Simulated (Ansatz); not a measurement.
# CH₃BO₂Si: basis-set convergence

Aim: see how fast density functionals converge with the basis set for CH₃BO₂Si.

Method: one geometry, several basis sets; program: Ansatz 0.2.0, Gaussian basis.

The runs, in order: PBE0-D4/def2-SVP; ωB97M-V/def2-SVP; PBE0-D4/def2-QZVPP; ωB97M-V/def2-QZVPP; the functionals' def2-TZVPP values are taken from earlier runs.

### 1 Structure used throughout

All runs share one geometry, relaxed beforehand with PBE0-D4 in a triple-zeta def2 set.

8 atoms, charge 0, spin multiplicity 1.

Atoms are counted from 1 here; the program's logs count them from 0.

Bond lengths: O1–C2 1.146 Å, C2–B3 1.449 Å, B3–Si4 1.841 Å, B3–H6 1.189 Å, Si4–O5 1.635 Å, Si4–H7 1.486 Å, O5–H8 0.958 Å. Angles: O1–C2–B3 178.2°, C2–B3–Si4 111.5°, C2–B3–H6 123.3°, Si4–B3–H6 125.1°, B3–Si4–O5 123.8°, B3–Si4–H7 126.8°, O5–Si4–H7 109.4°, Si4–O5–H8 118.3°.

Geometry (Å):

```tsv
atom	x (Å)	y (Å)	z (Å)
O1	-0.0330	-2.0414	1.8855
C2	0.3645	-1.0542	1.4595
B3	0.8369	0.1900	0.8853
Si4	-0.0549	0.5968	-0.6733
O5	-1.2309	-0.3377	-1.3188
H6	1.6947	0.8514	1.3753
H7	0.1588	1.7883	-1.5348
H8	-1.6439	-0.0503	-2.1345
```

### 2 PBE0-D4 in def2-SVP

in.yaml

```yaml
crystal:
  periodic: [false, false, false]
  atoms:
    - {symbol: O, position_ang: [-0.032964, -2.041439, 1.885518]}
    - {symbol: C, position_ang: [0.364478, -1.054200, 1.459451]}
    - {symbol: B, position_ang: [0.836936, 0.190016, 0.885315]}
    - {symbol: Si, position_ang: [-0.054914, 0.596825, -0.673253]}
    - {symbol: O, position_ang: [-1.230876, -0.337700, -1.318849]}
    - {symbol: H, position_ang: [1.694701, 0.851355, 1.375280]}
    - {symbol: H, position_ang: [0.158809, 1.788282, -1.534787]}
    - {symbol: H, position_ang: [-1.643870, -0.050340, -2.134475]}
basis:
  gaussian: {orbitals: def2-SVP}
hamiltonian: {xc: pbe0, dispersion: d4}
output: {orbitals: {seedname: orbitals}}
```

The run is started by

```
> ansatz run in.yaml --threads 2 --pin off --events-out ev --progress --plain --max-ram 4352MiB
```

After this run come: ωB97M-V in def2-SVP; PBE0-D4 in def2-QZVPP; ωB97M-V in def2-QZVPP.

**Question.** What will the summary of the whole plan be? Wanted: PBE0-D4: double and triple zeta above quadruple; ωB97M-V: double and triple zeta above quadruple.

As calculated:

| quantity | value |
| --- | --- |
| PBE0-D4: double and triple zeta above quadruple | 10.42, 0.59 eV |
| ωB97M-V: double and triple zeta above quadruple | 10.59, 0.55 eV |

For PBE0-D4 the step from double to triple zeta gains 9.82 eV and the next only 0.59 eV. These are total energies; as a rule much of such shifts cancels in differences, which this series doesn't test.
